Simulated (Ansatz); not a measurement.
**AlH₉OSi₂: up Jacob's ladder to CCSD(T)**

Aim: compute AlH₉OSi₂ with functionals from several rungs and with coupled cluster. The yardstick is the atomisation energy at the CCSD(T) limit.

The runs use Ansatz 0.2.0, Gaussian basis; functionals in def2-TZVPP, the program's frozen cores in correlated methods.

Levels to be run: LDA (SPW92), PBE-D4, revPBE-D4, BLYP-D4, r2SCAN-D4, B97M-V, PBE0-D4, B3LYP-D4, r2SCANh-D4, r2SCAN0-D4, HSE06-D4, BHLYP-D4, CAM-B3LYP-D4, LC-ωPBE, ωB97X-V, ωB97M-V, B2PLYP, PBE-QIDH; CCSD(T)/def2-SVP; CCSD(T)/def2-TZVPP; MP2/def2-QZVPP; extrapolation to the limit; RPA on PBE.

### 1 Structure used throughout

The geometry comes from an earlier relaxation with PBE0-D4 in a triple-zeta def2 set; it is a stationary point, not always the lowest conformer.

SMILES `[AlH3-][O+]([SiH3])[SiH3]`, 13 atoms, charge 0, spin multiplicity 1.

Atoms are counted from 1 here; the program's logs count them from 0.

Bond lengths: Al1–O2 2.001 Å, Al1–H5 1.603 Å, Al1–H6 1.603 Å, Al1–H7 1.594 Å, O2–Si3 1.693 Å, O2–Si4 1.694 Å, Si3–H8 1.483 Å, Si3–H9 1.475 Å, Si3–H10 1.477 Å, Si4–H11 1.477 Å, Si4–H12 1.483 Å, Si4–H13 1.475 Å. Angles: O2–Al1–H5 95.3°, O2–Al1–H6 95.4°, O2–Al1–H7 103.1°, H5–Al1–H6 118.6°, H5–Al1–H7 117.9°, H6–Al1–H7 117.9°, Al1–O2–Si3 114.0°, Al1–O2–Si4 114.0°, Si3–O2–Si4 130.5°, O2–Si3–H8 105.6°, O2–Si3–H9 107.1°, O2–Si3–H10 109.2°, H8–Si3–H9 111.4°, H8–Si3–H10 110.4°, H9–Si3–H10 112.7°, O2–Si4–H11 109.2°, O2–Si4–H12 105.6°, O2–Si4–H13 107.2° and more.

### 2 LDA

This LDA is Slater exchange with PW92 correlation.

in.yaml

```yaml
crystal:
  periodic: [false, false, false]
  atoms:
    - {symbol: Al, position_ang: [-0.029047, 1.474465, -1.119993]}
    - {symbol: O, position_ang: [0.128627, -0.137724, 0.053984]}
    - {symbol: Si, position_ang: [0.494076, 0.218324, 1.668710]}
    - {symbol: Si, position_ang: [-0.443831, -1.564577, -0.656306]}
    - {symbol: H, position_ang: [-1.216863, 0.886002, -2.021302]}
    - {symbol: H, position_ang: [-0.395079, 2.489674, 0.065118]}
    - {symbol: H, position_ang: [1.419167, 1.585903, -1.776081]}
    - {symbol: H, position_ang: [0.919134, -1.066612, 2.275064]}
    - {symbol: H, position_ang: [1.595747, 1.199450, 1.658517]}
    - {symbol: H, position_ang: [-0.718743, 0.729041, 2.339786]}
    - {symbol: H, position_ang: [-1.920874, -1.550731, -0.652884]}
    - {symbol: H, position_ang: [0.065253, -2.665809, 0.196842]}
    - {symbol: H, position_ang: [0.122930, -1.632008, -2.016656]}
basis:
  gaussian: {orbitals: def2-TZVPP}
hamiltonian: {xc: lda}
output: {orbitals: {seedname: orbitals}}
```

Run with:

```console
$ ansatz run in.yaml --threads 2 --pin off --events-out ev --progress --plain --max-ram 20480MiB --backend cpu
```

Further steps of the session: PBE-D4 (GGA); revPBE-D4 (GGA); BLYP-D4 (GGA); r2SCAN-D4 (meta-GGA); B97M-V (meta-GGA); B3LYP-D4 (hybrid); r2SCANh-D4 (hybrid); r2SCAN0-D4 (hybrid); HSE06-D4 (hybrid); BHLYP-D4 (hybrid); CAM-B3LYP-D4 (range-separated); LC-ωPBE (range-separated); ωB97X-V (range-separated); ωB97M-V (range-separated); B2PLYP (double hybrid); PBE-QIDH (double hybrid); CCSD(T) in def2-SVP; CCSD(T) in def2-TZVPP; MP2 in def2-QZVPP; RPA on PBE orbitals.

Before running them: what should the planned runs give, taken together? Wanted: atomisation energy, CCSD(T)/CBS; farthest beyond LDA; mean size of error, GGA; mean size of error, meta-GGA; mean size of error, hybrid; mean size of error, range-separated; mean size of error, double hybrid; gap, smallest and largest; T1 diagnostic.

As calculated:

```
                               quantity                                      value
        atomisation energy, CCSD(T)/CBS                                  40.460 eV
    functionals within 0.202 eV (0.5 %)     B97M-V, CAM-B3LYP-D4, ωB97X-V, ωB97M-V
                    farthest beyond LDA                      revPBE-D4 (-1.663 eV)
                mean size of error, GGA                                   1.198 eV
           mean size of error, meta-GGA                                   0.248 eV
             mean size of error, hybrid                                   0.739 eV
    mean size of error, range-separated                                   0.290 eV
      mean size of error, double hybrid                                   0.911 eV
              gap, smallest and largest  4.17 eV (LDA (SPW92)), 11.51 eV (LC-ωPBE)
                          T1 diagnostic                                     0.0109
triples share of the correlation energy                                      2.9 %
```

The LDA atomisation energy is off by 3.511 eV (9 %): it overbinds. PBE-D4 is off by -1.146 eV. Double hybrids carry the basis error of their MP2 part in triple zeta, and no dispersion term here, so their miss is partly the set-up's. Taken by rung, meta-GGA functionals do best (0.248 eV on average) and GGA ones worst beyond LDA (1.198 eV). The gap between the best rungs is small, so their order is not settled. Misses under about 0.202 eV are within the doubt on the reference itself, which lacks core-valence correlation, relativity and higher excitations. Hartree-Fock recovers 76 % of the binding; the rest is correlation. CCSD(T) in def2-SVP is off by -2.675 eV, so the small basis spoils what the method gains. Orbital gaps span 4.2 to 11.5 eV; exact exchange widens them.
